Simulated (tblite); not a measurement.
# C5H14AlPS: the cost of one run

The runs use tblite 0.8.0 and PySCF 2.14.0, with density-fitted response routines of our own; the level of theory stands in each step. All values are computed, except where a source is named. Atoms are numbered from 0 throughout.

**1. The molecule as given**

22 atoms, charge 0, multiplicity 1; geometry from: force field or distance geometry start.

Bonds of the start (Å): C0–P1 1.82, P1–Al2 2.32, P1–C3 1.79, C3–C4 1.53, C4–S5 1.83, S5–C6 1.79, C6–C7 1.48, C7–P1 1.75, C0–H8 1.11, C0–H9 1.10, C0–H10 1.10, Al2–H11 1.58, Al2–H12 1.60, Al2–H13 1.59, C3–H14 1.11, C3–H15 1.12, C4–H16 1.10, C4–H17 1.09, C6–H18 1.12, C6–H19 1.11, C7–H20 1.12, C7–H21 1.12.

**2. Optimising the geometry with GFN2-xTB**

The job: settings as JSON, then the geometry in Å.

```
{"job": {"kind": "relax", "xc": "GFN2-xTB", "basis": "xTB"}, "charge": 0, "multiplicity": 1}
C      1.078900     2.068100     0.276300
P      0.392600     0.391000     0.061500
Al     2.229300    -0.948400    -0.388700
C     -0.282700    -0.230700     1.593600
C     -1.229500    -1.378800     1.245300
S     -2.622000    -0.501600     0.437800
C     -2.053600    -0.072900    -1.203200
C     -0.656000     0.389600    -1.337900
H      0.599800     2.582500     1.138800
H      0.877200     2.672500    -0.623500
H      2.164900     1.968500     0.444900
H      1.707700    -2.368700    -0.860300
H      2.979200    -1.154100     1.007700
H      3.178700    -0.227900    -1.437600
H     -0.786300     0.545300     2.206300
H      0.485700    -0.695400     2.265400
H     -0.742500    -1.950700     0.443600
H     -1.546700    -1.967700     2.110200
H     -2.745900     0.688200    -1.634500
H     -2.181500    -0.982300    -1.834700
H     -0.181500    -0.227400    -2.137100
H     -0.676200     1.420200    -1.774700
```

On the command line:

```bash
> OMP_NUM_THREADS=1 python probes_run.py task.json out
```

The driver reads the jobs from task.json and runs them one after another.

Q: Estimate the wall time of this first job on 1 thread of Arm Neoverse V1, shared host.

About 1.5 s.
